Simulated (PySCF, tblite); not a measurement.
# C4H8AlBF2: geometry, infrared bands and NMR shifts

Aim: predict the infrared bands and NMR shifts of C4H8AlBF2 (`C[C@@H]1[C@H]([AlH2])[C@H]1B(F)F`).

Programs: tblite 0.8.0 and PySCF 2.14.0, with density-fitted response routines of our own. Each step states its level of theory. These are calculated values for one molecule in the gas phase, unless marked as measured. Atoms count from 0, in the outputs and in this text.

## (1) Starting geometry

16 atoms, charge 0, multiplicity 1; geometry from: force field or distance geometry start.

Bonds of the start (Å): C0–C1 1.49, C1–C2 1.50, C2–Al3 1.97, C2–C4 1.50, C4–B5 1.60, B5–F6 1.43, B5–F7 1.43, C4–C1 1.51, C0–H8 1.10, C0–H9 1.13, C0–H10 1.12, C1–H11 1.12, C2–H12 1.11, Al3–H13 1.60, Al3–H14 1.62, C4–H15 1.10.

## (2) Optimising the geometry with GFN2-xTB

What the job is given:

```
{"job": {"kind": "relax", "xc": "GFN2-xTB", "basis": "xTB"}, "charge": 0, "multiplicity": 1}
C     -0.402100     1.494800     1.016500
C     -0.508200     0.040600     0.690400
C      0.605800    -0.709400     0.016500
Al     2.377100     0.146900    -0.008700
C     -0.543200    -0.201000    -0.798400
B     -1.660700    -1.271200    -1.199800
F     -1.736900    -2.450700    -0.391200
F     -2.437600    -1.026800    -2.370800
H      0.449600     1.774000     1.655800
H     -1.350700     1.769800     1.558200
H     -0.383100     2.100900     0.077800
H     -1.126900    -0.615400     1.359600
H      0.637900    -1.817000     0.047600
H      3.128500     0.394900    -1.404200
H      3.340200    -0.262500     1.222200
H     -0.397400     0.641200    -1.482900
```

Started as:

```console
$ OMP_NUM_THREADS=1 python probes_run.py task.json out
```

One launch serves the whole session: the jobs run in the order shown.

**Question.** This job is followed by: GFN2-xTB harmonic vibrations, gas phase; GIAO PBE0/pcSseg-1 NMR shielding, non-relativistic, gas phase. Predict these results of the whole session: strongest single infrared mode (GFN2-xTB); zero-point energy (GFN2-xTB); 13C shifts against TMS (PBE0/pcSseg-1); 1H shifts against TMS (PBE0/pcSseg-1, means over atoms taken as alike); 27Al shifts against AlH4- (PBE0/pcSseg-1); 11B shifts against BF3·OEt2 (PBE0/pcSseg-1); 19F shifts against CFCl3 (PBE0/pcSseg-1, means over atoms taken as alike).

The runs gave:

```
                                                                 quantity                             value
                                strongest single infrared mode (GFN2-xTB)             1806 cm⁻¹, 408 km/mol
                                             zero-point energy (GFN2-xTB)                     67.9 kcal/mol
                                   13C shifts against TMS (PBE0/pcSseg-1)        29.3, 24.4, 20.2, 13.0 ppm
   1H shifts against TMS (PBE0/pcSseg-1, means over atoms taken as alike)  5.44, 1.57, 1.40, 0.58, 0.46 ppm
                                27Al shifts against AlH4- (PBE0/pcSseg-1)                         215.4 ppm
                              11B shifts against BF3·OEt2 (PBE0/pcSseg-1)                          28.4 ppm
19F shifts against CFCl3 (PBE0/pcSseg-1, means over atoms taken as alike)                         -83.6 ppm
```

In words: The optimisation took 140 steps and gained 1.305 eV; among the close pairs (by a distance rule), B5–F6 changed most, from 1.432 to 1.324 Å. All 42 modes are real, so the xTB geometry is a minimum. The strongest single mode, at 1806 cm⁻¹, moves mainly H14. GFN2-xTB is a fitted tight-binding method: band positions and strengths are rough. Its intensities can rank the bands wrongly. At PBE0/pcSseg-1: The largest span, 293 ppm, is at F6, F7, where the paramagnetic term is -214 ppm.
